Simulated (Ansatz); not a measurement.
# AlGeHO+ (quartet): wave-function methods side by side, cc-pVDZ

An exercise on one series of results from a longer session: the logs are not shown, and one member is left open.

The runs use Ansatz 0.2.0, Gaussian basis; cc-pVDZ, core rule «outside noble gas», up to 20 orbitals frozen.

Plan: UHF; CCSD(T) on ROHF; CCSD(T) on UHF; BCCD(T) on ROHF; CISD as a restricted active space (open shells left free, so some higher excitations enter); CCSDT(Q) on ROHF; CCSDT(Q) on UHF.

24 further runs of the same task are left out: 6 that didn't finish, 18 set aside as unsound or not needed. Runs told in other sessions of the task aren't counted.

### What is computed

The geometry is a PBE0/def2-TZVP stationary point (not a proven minimum) of the parent state, kept for this charge and spin. No spin-orbit coupling is included. The filled d shell of Ge may be among the frozen orbitals whatever the setting's name suggests.

4 atoms, charge 1, spin multiplicity 4.

Atoms are counted from 1 here; the program's logs count them from 0.

Bond lengths: Al1–Ge2 2.419 Å, Al1–O3 1.651 Å, O3–H4 0.948 Å. Angles: Ge2–Al1–O3 180.0°, Al1–O3–H4 180.0°.

Set-up of the first run:

File in.yaml:

```yaml
crystal:
  periodic: [false, false, false]
  atoms:
    - {symbol: Al, position_ang: [0.000000, 0.000000, -0.457800]}
    - {symbol: Ge, position_ang: [0.000000, 0.000000, -2.877000]}
    - {symbol: O, position_ang: [0.000000, 0.000000, 1.193600]}
    - {symbol: H, position_ang: [0.000000, 0.000000, 2.141200]}
basis:
  gaussian: {orbitals: cc-pVDZ}
total_charge: 1
magnetization: {spin_polarized: true, initial_magnetization: 3}
hamiltonian: {xc: hf}
output: {orbitals: {seedname: orbitals}}
```

Run with:

```sh
$ ansatz run in.yaml --threads 1 --pin off --events-out ev --progress --plain --max-ram 2393MiB
```

Steps of the session up to this table: UHF; CCSD(T) on ROHF; CCSD(T) on UHF; BCCD(T) on ROHF; CISD as a restricted active space (open shells left free, so some higher excitations enter); CCSDT(Q) on ROHF; CCSDT(Q) on UHF.

One table of the session follows, with a row left open; its other results are not shown here.

It belongs to the step «Misses and costs». 

| method | from UCCSDT(Q) (kJ/mol) |
| --- | --- |
| ROHF | +791.0 |
| UHF | +782.7 |
| RMP2 | +80.4 |
| UMP2 | +80.2 |
| CISD | +92.9 |
| RCCSD | +27.6 |
| UCCSD | +26.0 |
| RCCSD(T) | +6.9 |
| UCCSD(T) | +5.4 |
| BCCD(T) | +6.6 |
| RCCSDT | ? |
| UCCSDT | +2.4 |
| RCCSDT(Q) | +1.8 |
| UCCSDT(Q) | 0 |

Q: Estimate the row for RCCSDT from the others.

**Answer.** from UCCSDT(Q) (kJ/mol): +3.8. In the column «from UCCSDT(Q) (kJ/mol)» it lies between UCCSDT (+2.4) and UCCSD(T) (+5.4).

To keep in mind: Restricted and unrestricted rows rest on different reference determinants; a gap between their highest levels can come from leftover correlation error, from unlike frozen cores or from another state.
